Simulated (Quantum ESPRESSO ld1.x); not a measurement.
# Bi²⁺ in [Xe] 4f14 5d8 6s2 6p1 6d2: an all-electron calculation

Wanted: eigenvalues, radial structure and energy terms of the bismuth ion Bi2+.

The numbers are computed with Quantum ESPRESSO ld1.x 7.5 (Dirac Kohn-Sham, relativistic LDA (MacDonald-Vosko exchange, VWN5 correlation), spin-unpolarised, spherical densities, point nucleus; open shells fill j = l - 1/2 first), except any that are marked as measured or tabulated.

## 1. What is computed

```
element       : bismuth (Z = 83)
charge        : +2
electrons     : 81
configuration : [Xe] 4f14 5d8 6s2 6p1 6d2
```

## 2. The calculation

Input file ld1.in:

```fortran
 &input
    atom='Bi',
    iswitch=1,
    rel=2,
    dft='RXC-VWN',
    config='[Xe] 4f14 5d8 6s2 6p1 6d2',
    rel_dist='energy',
    verbosity='high',
    lsmall=.true.,
    prefix='ld1',
    max_out_wfc=37,
    file_charge='ld1.rho',
 /
```

**Question.** What will this run give?

The runs gave:

```
                        quantity                   value
                    total energy       -21519.84 hartree
exchange-correlation share of it                  1.57 %
                            −T/E                  1.1650
          highest occupied level       6d3/2, -12.422 eV
    most extended occupied level  6d3/2, <r> = 3.46 bohr
 radius at density 0.001 e/bohr³               4.81 bohr
    maxima of the radial density                       4
```

**Reading.** 6 principal shells are occupied and 4 maxima appear in the radial density; where shells overlap, one shows as a shoulder or not at all. −T/E is 1.165: with relativity the kinetic term as defined here no longer equals −E. This is not the tabulated ground configuration, so its levels and sizes aren't those of the ground state, and no measured value stands beside it.
